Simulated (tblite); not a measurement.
# C7H9BCl2: the cost of one run

Programs: tblite 0.8.0 and PySCF 2.14.0, with density-fitted response routines of our own. Each step states its level of theory. These are calculated values for one molecule in the gas phase, unless marked as measured. Atoms count from 0, in the outputs and in this text.

## 1. The molecule as given

19 atoms, charge 0, multiplicity 1; geometry from: force field or distance geometry start.

Bonds of the start (Å): C0–C1 1.35, C1–C2 1.46, C2–C3 1.50, C3–C4 1.32, C3–C5 1.49, C5–C6 1.52, C6–B7 1.59, B7–Cl8 1.84, B7–Cl9 1.87, C6–C2 1.48, C0–H10 1.08, C0–H11 1.09, C1–H12 1.12, C2–H13 1.13, C4–H14 1.09, C4–H15 1.11, C5–H16 1.11, C5–H17 1.10, C6–H18 1.10.

## 2. Optimising the geometry with GFN2-xTB

What the job is given:

```
{"job": {"kind": "relax", "xc": "GFN2-xTB", "basis": "xTB"}, "charge": 0, "multiplicity": 1}
C      2.701200    -0.868500     0.411700
C      1.432200    -0.464000     0.614500
C      0.525400    -0.109500    -0.474000
C     -0.312300     1.115100    -0.255500
C     -0.111600     2.236900     0.415300
C     -1.372800     0.437100    -1.061500
C     -0.738600    -0.871300    -0.634100
B     -1.452500    -1.359400     0.702500
Cl    -1.928200    -0.057700     1.911200
Cl    -2.761500    -2.665100     0.406600
H      3.298500    -1.115200     1.280800
H      3.083500    -0.939300    -0.609100
H      1.027600    -0.393300     1.654400
H      1.036900    -0.003000    -1.474000
H     -0.902500     2.981600     0.419100
H      0.836600     2.436500     0.948000
H     -1.198900     0.673700    -2.127000
H     -2.402700     0.594700    -0.695000
H     -0.770000    -1.619900    -1.441400
```

On the command line:

```bash
$ OMP_NUM_THREADS=1 python probes_run.py task.json out
```

This one command runs all jobs of the session in turn.

**Question.** How long does this first job take on 1 thread of Arm Neoverse N1, shared host, and how much memory does it need?

About 2.1 s, with a peak of 0.18 GiB.
